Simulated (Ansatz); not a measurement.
**C4H6F2O: basis-set convergence**

The task here is to estimate one member of a computed series from the others.

Method: one geometry, several basis sets; program: Ansatz 0.2.0, Gaussian basis.

Levels to be run: PBE0-D4/def2-SVP; ωB97M-V/def2-SVP; PBE0-D4/def2-QZVPP; ωB97M-V/def2-QZVPP; the functionals' def2-TZVPP values are taken from earlier runs.

## The relaxed structure

The geometry comes from an earlier relaxation with PBE0-D4 in a triple-zeta def2 set; it is a stationary point, not always the lowest conformer.

SMILES `F[C@@H]1CC[C@H](F)O1`, 13 atoms, charge 0, spin multiplicity 1.

Atoms are counted from 1 here; the program's logs count them from 0.

Bond lengths: F1–C2 1.373 Å, C2–C3 1.527 Å, C2–O7 1.396 Å, C2–H8 1.092 Å, C3–C4 1.526 Å, C3–H9 1.090 Å, C3–H10 1.089 Å, C4–C5 1.513 Å, C4–H11 1.089 Å, C4–H12 1.092 Å, C5–F6 1.380 Å, C5–O7 1.386 Å, C5–H13 1.091 Å. Angles: F1–C2–C3 110.3°, F1–C2–O7 109.7°, F1–C2–H8 106.2°, C3–C2–O7 107.2°, C3–C2–H8 115.6°, O7–C2–H8 107.8°, C2–C3–C4 103.7°, C2–C3–H9 108.0°, C2–C3–H10 111.9°, C4–C3–H9 111.7°, C4–C3–H10 113.2°, H9–C3–H10 108.3°, C3–C4–C5 102.0°, C3–C4–H11 114.1°, C3–C4–H12 111.4°, C5–C4–H11 111.8°, C5–C4–H12 108.8°, H11–C4–H12 108.6° and more.

The first run:

in.yaml reads:

```yaml
crystal:
  periodic: [false, false, false]
  atoms:
    - {symbol: F, position_ang: [-1.612072, 1.641658, 0.368029]}
    - {symbol: C, position_ang: [-1.246306, 0.319711, 0.299988]}
    - {symbol: C, position_ang: [-0.447764, 0.055085, -0.974425]}
    - {symbol: C, position_ang: [0.838425, -0.591512, -0.466966]}
    - {symbol: C, position_ang: [0.900590, -0.088878, 0.958601]}
    - {symbol: F, position_ang: [1.498312, 1.154351, 0.989491]}
    - {symbol: O, position_ang: [-0.417223, 0.005958, 1.377952]}
    - {symbol: H, position_ang: [-2.167212, -0.257416, 0.407603]}
    - {symbol: H, position_ang: [-0.253486, 1.013736, -1.455959]}
    - {symbol: H, position_ang: [-0.997065, -0.573363, -1.674109]}
    - {symbol: H, position_ang: [1.728165, -0.316353, -1.031441]}
    - {symbol: H, position_ang: [0.757754, -1.680477, -0.453653]}
    - {symbol: H, position_ang: [1.438183, -0.717402, 1.669790]}
basis:
  gaussian: {orbitals: def2-SVP}
hamiltonian: {xc: pbe0, dispersion: d4}
output: {orbitals: {seedname: orbitals}}
```

Run with:

```bash
> ansatz run in.yaml --threads 4 --pin off --events-out ev --progress --plain --max-ram 11315MiB
```

Steps of the session up to this table: PBE0-D4 in def2-SVP; ωB97M-V in def2-SVP; PBE0-D4 in def2-QZVPP; ωB97M-V in def2-QZVPP.

One table of the session follows, with a row left open; its other results are not shown here.

It belongs to the step «Functionals by basis». 

```
functional       basis  HOMO (eV)  LUMO (eV)
   PBE0-D4    def2-SVP      -8.97       1.53
   PBE0-D4  def2-TZVPP      -9.10       1.05
   PBE0-D4  def2-QZVPP      -9.15       0.54
   ωB97M-V    def2-SVP     -11.38       3.20
   ωB97M-V  def2-TZVPP     -11.52       2.51
   ωB97M-V  def2-QZVPP          ?          ?
```

Estimate the missing values for ωB97M-V, def2-QZVPP.

**Answer.** HOMO (eV): -11.57; LUMO (eV): 1.69. In the column «HOMO (eV)» it is the lowest.
